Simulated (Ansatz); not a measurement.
# BGeH₅OSi: one species, many methods

The task here is to estimate one member of a computed series from the others.

Computed with Ansatz 0.2.0, Gaussian basis. Level: functionals in def2-TZVPP, the program's frozen cores in correlated methods.

Levels to be run: PBE-D4, r2SCAN-D4, PBE0-D4, B3LYP-D4, ωB97X-V, ωB97M-V, B2PLYP; CCSD(T)/def2-TZVPP; MP2/def2-QZVPP; extrapolation to the limit.

### Structure used throughout

All runs share one geometry, relaxed beforehand with PBE0-D4 in a triple-zeta def2 set.

SMILES `[GeH3][B]1O[SiH2]1`, 9 atoms, charge 0, spin multiplicity 1.

Atoms are counted from 1 here; the program's logs count them from 0.

Bond lengths: Ge1–B2 2.054 Å, Ge1–H5 1.537 Å, Ge1–H6 1.537 Å, Ge1–H7 1.538 Å, B2–O3 1.338 Å, B2–Si4 1.912 Å, O3–Si4 1.757 Å, Si4–H8 1.481 Å, Si4–H9 1.481 Å. Angles: B2–Ge1–H5 109.3°, B2–Ge1–H6 109.1°, B2–Ge1–H7 112.6°, H5–Ge1–H6 107.9°, H5–Ge1–H7 109.0°, H6–Ge1–H7 108.9°, Ge1–B2–O3 134.3°, Ge1–B2–Si4 163.2°, O3–B2–Si4 62.5°, B2–O3–Si4 75.0°, B2–Si4–O3 42.5°, B2–Si4–H8 123.9°, B2–Si4–H9 123.9°, O3–Si4–H8 110.5°, O3–Si4–H9 110.4°, H8–Si4–H9 111.1°.

Set-up of the first run:

The input, in.yaml:

```yaml
crystal:
  periodic: [false, false, false]
  atoms:
    - {symbol: Ge, position_ang: [-0.037046, 1.381496, -1.248158]}
    - {symbol: B, position_ang: [-0.086513, -0.190262, 0.072765]}
    - {symbol: O, position_ang: [-0.913888, -1.224181, 0.262971]}
    - {symbol: Si, position_ang: [0.331007, -1.405393, 1.488935]}
    - {symbol: H, position_ang: [1.299390, 1.364256, -2.007454]}
    - {symbol: H, position_ang: [-0.117445, 2.701191, -0.463601]}
    - {symbol: H, position_ang: [-1.189897, 1.335488, -2.264699]}
    - {symbol: H, position_ang: [-0.261557, -1.330672, 2.844669]}
    - {symbol: H, position_ang: [1.064447, -2.678224, 1.297571]}
basis:
  gaussian: {orbitals: def2-TZVPP}
hamiltonian: {xc: pbe, dispersion: d4}
output: {forces: true, orbitals: {seedname: orbitals}}
```

Started as:

```bash
$ ansatz run in.yaml --threads 4 --pin off --events-out ev --progress --plain --max-ram 10444MiB
```

Among the steps run: PBE-D4 (GGA); r2SCAN-D4 (meta-GGA); PBE0-D4 (hybrid); B3LYP-D4 (hybrid); ωB97X-V (range-separated); ωB97M-V (range-separated); B2PLYP (double hybrid); CCSD(T) in def2-TZVPP; MP2 in def2-QZVPP.

One table of the session follows, with a row left open; its other results are not shown here.

```
            method  atomisation energy (kJ/mol)
            PBE-D4                       2899.7
         r2SCAN-D4                       2901.0
           PBE0-D4                            ?
          B3LYP-D4                       2864.0
           ωB97X-V                       2897.9
           ωB97M-V                       2874.8
            B2PLYP                       2839.8
     HF/def2-TZVPP                       2082.9
    MP2/def2-TZVPP                       2841.0
   CCSD/def2-TZVPP                       2765.9
CCSD(T)/def2-TZVPP                       2812.1
           MP2/CBS                       2908.5
       CCSD(T)/CBS                       2879.5
```

Estimate the missing values for PBE0-D4.

The run gave: atomisation energy (kJ/mol): 2854.6. In the column «atomisation energy (kJ/mol)» it lies between MP2/def2-TZVPP (2841.0) and B3LYP-D4 (2864.0).
